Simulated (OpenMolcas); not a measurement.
**Yb⁴⁺: CASSCF and CASPT2 terms and fine-structure levels**

Which level of Yb⁴⁺ lies lowest, and where do the others fall? The reference wave functions come first, then spin-orbit coupling, then second-order correlation under several settings.

Program: OpenMolcas 26.06. Level of theory: state-averaged CASSCF and CASPT2, spin-orbit coupling by RASSI with atomic mean-field integrals. These are calculated values, not measurements, unless marked.

**1. The system**

| Item | Value |
| --- | --- |
| Species | Yb⁴⁺ (ytterbium, Z = 70, 66 electrons) |
| Basis | ANO-R3 [9s8p5d5f3g2h], 142 functions |
| Scalar Hamiltonian | X2C, finite nucleus |
| Inactive shells | 1s 2s 2p 3s 3p 3d 4s 4p 4d 5s 5p |
| Active space | 12 electrons in 7 orbitals (4f) |
| Some configurations of this space | 4f¹² |
| Orbitals | optimised for each spin and parity, averaged over all roots |

The outer shells:

4f12
```
4f [↑↓][↑↓][↑↓][↑↓][↑↓][↑ ][↑ ]
```

The work runs as a chain of OpenMolcas steps in one folder; each step below is one input file. Labels, J, g values, rates, χT and fits are worked out afterwards by a script from the matrices that RASSI stores.

**2. One- and two-electron integrals**

File a.inp:

```
&GATEWAY
Coord
1

Yb 0.0 0.0 0.0
Basis=ANO-R3
Group=XYZ
NoMove
AngMom=0.0 0.0 0.0
AMFI
&SEWARD
```

Command:

```bash
> OMP_NUM_THREADS=1 MOLCAS_MEM=2252 MOLCAS_PROJECT=a pymolcas a.inp > a.log
```

**3. Reference wave functions, triplets of even parity, 21 roots**

File a.inp:

```
&RASSCF
FileOrb=start.orb
Symmetry=1
Spin=3
nActEl=12 0 0
Inactive=15 12
Ras2=0 7
CIRoot=21 21 1
SDav=21
CIMx=300
Iter=120 100
PrWF=0.3
OrbListing=Nothing
MaxOrb=0
Atom
>>> COPY $Project.JobIph JOB001
```

start.orb holds the contracted functions of the basis, ordered by shell, or the orbitals of the step before.

**4. CASSCF: singlets of even parity, 28 roots**

File a.inp:

```
&RASSCF
FileOrb=start.orb
Symmetry=1
Spin=1
nActEl=12 0 0
Inactive=15 12
Ras2=0 7
CIRoot=28 28 1
SDav=28
CIMx=300
Iter=120 100
PrWF=0.3
OrbListing=Nothing
MaxOrb=0
Atom
>>> COPY $Project.JobIph JOB002
```

**5. RASSI: spin-orbit coupling between the states**

File a.inp:

```
&RASSI
NrOfJobIphs=2 18 14
1 2 3 4 5 6 7 8 9 10 11 12 13 14 15 16 17 18
1 2 3 4 5 6 7 8 9 10 11 12 13 14
IphNames
JOB001
JOB002
EJob
SpinOrbit
DIPRint=1.0
SOCoupling=1000.0
Subsets=2
MEES
Property=10
'ANGMOM' 1 'ANGMOM' 2 'ANGMOM' 3 'MLTPL  1' 1 'MLTPL  1' 2 'MLTPL  1' 3
'AMFI' 1 'AMFI' 2 'AMFI' 3 'MLTPL  2' 6
SOProperty=3
'ANGMOM' 1 'ANGMOM' 2 'ANGMOM' 3
```

**6. CASPT2: IPEA 0, sigma1 regulariser 0.25 (closed shells correlated: 5s 5p)**

File a.inp:

```
>>> COPY JOB001 $Project.JobIph
&CASPT2
Multistate=18 1 2 3 4 5 6 7 8 9 10 11 12 13 14 15 16 17 18
Frozen=14 9
IPEA=0.0
Sig1=0.25
MaxIter=60
WThr=0.0 0.3 0.05
PrWF=0.5
NoMix
>>> COPY JOB002 $Project.JobIph
&CASPT2
Multistate=14 1 2 3 4 5 6 7 8 9 10 11 12 13 14
Frozen=14 9
IPEA=0.0
Sig1=0.25
MaxIter=60
WThr=0.0 0.3 0.05
PrWF=0.5
NoMix
```

**7. CASPT2: IPEA 0.6, sigma2 regulariser 0.15 (closed shells correlated: none)**

File a.inp:

```
>>> COPY JOB001 $Project.JobIph
&CASPT2
Multistate=18 1 2 3 4 5 6 7 8 9 10 11 12 13 14 15 16 17 18
Frozen=15 12
IPEA=0.6
Sig2=0.15
MaxIter=60
WThr=0.0 0.3 0.05
PrWF=0.5
NoMix
>>> COPY JOB002 $Project.JobIph
&CASPT2
Multistate=14 1 2 3 4 5 6 7 8 9 10 11 12 13 14
Frozen=15 12
IPEA=0.6
Sig2=0.15
MaxIter=60
WThr=0.0 0.3 0.05
PrWF=0.5
NoMix
```

**8. CASPT2: IPEA 0.15, imaginary shift 0.25 (closed shells correlated: 5s 5p)**

File a.inp:

```
>>> COPY JOB001 $Project.JobIph
&CASPT2
Multistate=18 1 2 3 4 5 6 7 8 9 10 11 12 13 14 15 16 17 18
NoMult
Frozen=14 9
IPEA=0.15
Imaginary=0.25
MaxIter=60
WThr=0.0 0.3 0.05
PrWF=0.5
NoMix
>>> COPY JOB002 $Project.JobIph
&CASPT2
Multistate=14 1 2 3 4 5 6 7 8 9 10 11 12 13 14
NoMult
Frozen=14 9
IPEA=0.15
Imaginary=0.25
MaxIter=60
WThr=0.0 0.3 0.05
PrWF=0.5
NoMix
```

(Steps that only read results are left out.)

Before running it: what results should come out? Wanted: lowest level; first excited level; spin-orbit lowering of the lowest level; strongest of the lines computed, by gA.

As calculated:

| quantity | value |
| --- | --- |
| method | SS-CASPT2, IPEA 0, sigma1 regulariser 0.25 (closed shells correlated: 5s 5p) |
| lowest level | 4f¹² ³H₆, 100 % of that term, g = 1.167 |
| ground level listed by NIST | 3H6 |
| first excited level | 4f¹² ³F₄ at 5670 cm⁻¹ |
| spin-orbit lowering of the lowest level | 7806 cm⁻¹ |
| strongest of the lines computed, by gA (one parity, so forbidden lines), at CASSCF energies | 4f¹² ¹G₄ → 4f¹² ³H₅, 651.7 nm, A = 3.76e+01 s⁻¹ |

Cost and accuracy by method:

| method | time of its own steps | time with the reference | mean absolute difference from the measured levels (cm-1) |
| --- | --- | --- | --- |
| A. CASSCF | 23 s | 23 s | 1100 |
| B. SS-CASPT2, IPEA 0, sigma1 regulariser 0.25, +5s 5p | 43 s | 66 s | 250 |
| C. SS-CASPT2, IPEA 0.6, sigma2 regulariser 0.15, +none | 28 s | 51 s | 380 |
| D. SS-CASPT2, IPEA 0.15, imaginary shift 0.25, +5s 5p | 35 s | 58 s | 240 |

Times are of one thread on a shared host.

**Reading.** The multiplet ³H is inverted; its intervals divided by the larger J differ by 46 % of their mean, where Landé's rule for pure LS coupling makes them equal. Second-order correlation (method B) scales the levels of the lowest configuration above 5000 cm⁻¹ by 0.81 to 1.00. Method D lies closest to the measured levels (240 cm⁻¹ on average) and A farthest (1100). Only the configurations of the active space and the roots asked for are present. Not all states of the active space went into the spin-orbit step. Measured levels are paired by their LS label, which is uncertain where the leading share is low. CASPT2 does not keep the components of a term degenerate, and the means are used. Only valence configurations of the active space appear, up to the ionisation limit; * or ° marks odd parity.
